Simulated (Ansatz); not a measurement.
# Si5Sn: the cost of one run

Method: DFT PBE, scalar-relativistic, plane waves, PAW, in Ansatz 0.2.0.

## 1. The structure to begin with

Symmetry: P-62m, No. 189, hexagonal system. Conventional cell: a = 4.982 Å, b = 4.982 Å, c = 4.840 Å, α = 90.00°, β = 90.00°, γ = 120.00°. Si (site symmetry m2m) is surrounded by 10 Si at 2.88 to 2.94 Å and 2 Sn at 2.94 Å. Si (site symmetry -6) is surrounded by 9 Si at 2.88 to 2.94 Å and 3 Sn at 2.88 Å. Sn (site symmetry -62m) is surrounded by 12 Si at 2.88 to 2.94 Å.

As a file:

```xyz
6
Lattice="4.9822 0.0000 0.0000 -2.4911 4.3147 0.0000 0.0000 0.0000 4.8404" Properties=species:S:1:pos:R:3 pbc="T T T"
Si    0.8304    1.4382    2.4202
Si   -1.6607    2.8765    2.4202
Si    3.3215    0.0000    2.4202
Si    2.4911    1.4382    0.0000
Si    0.0000    2.8765    0.0000
Sn    0.0000    0.0000    0.0000
```

The start is an ordering of an alloy on its end members' structure types: elements ordered on the sites of the Au type, Si/Sn on Au (P-62m, No. 189).

## 2. Probe: one point on a coarse mesh

Contents of input.yaml:

```yaml
crystal:
  lattice:
    - [4.98217665, 0.0, 0.0]
    - [-2.49108833, 4.31469155, 0.0]
    - [0.0, 0.0, 4.84038962]
  atoms:
    - { symbol: Si, position: [0.33333333, 0.33333333, 0.5] }
    - { symbol: Si, position: [0.0, 0.66666667, 0.5] }
    - { symbol: Si, position: [0.66666667, 0.0, 0.5] }
    - { symbol: Si, position: [0.66666667, 0.33333333, 0.0] }
    - { symbol: Si, position: [0.33333333, 0.66666667, 0.0] }
    - { symbol: Sn, position: [0.0, 0.0, 0.0] }
basis:
  ecutwfc: 420
kpoints:
  mp_grid: { grid: [6, 6, 4] }
hamiltonian:
  xc: pbe
scf:
  occupations: { method: gaussian, width: 0.1 }
  lower_state_search: "off"
output:
  forces: true
  stress: true
  eigenvalues: true
```

The run is started by

```console
> ansatz run input.yaml --threads 1 --pin off --max-ram 2560MiB --backend cpu --events-out ev --progress --plain --runs-dir out
```

**Question.** How long does this run take on 1 thread of Intel Xeon Platinum 8259CL at 2.50GHz (Skylake/Cascade Lake), shared host, and how much memory does it need?

About 6.9 s, with a peak of 0.4 GiB.
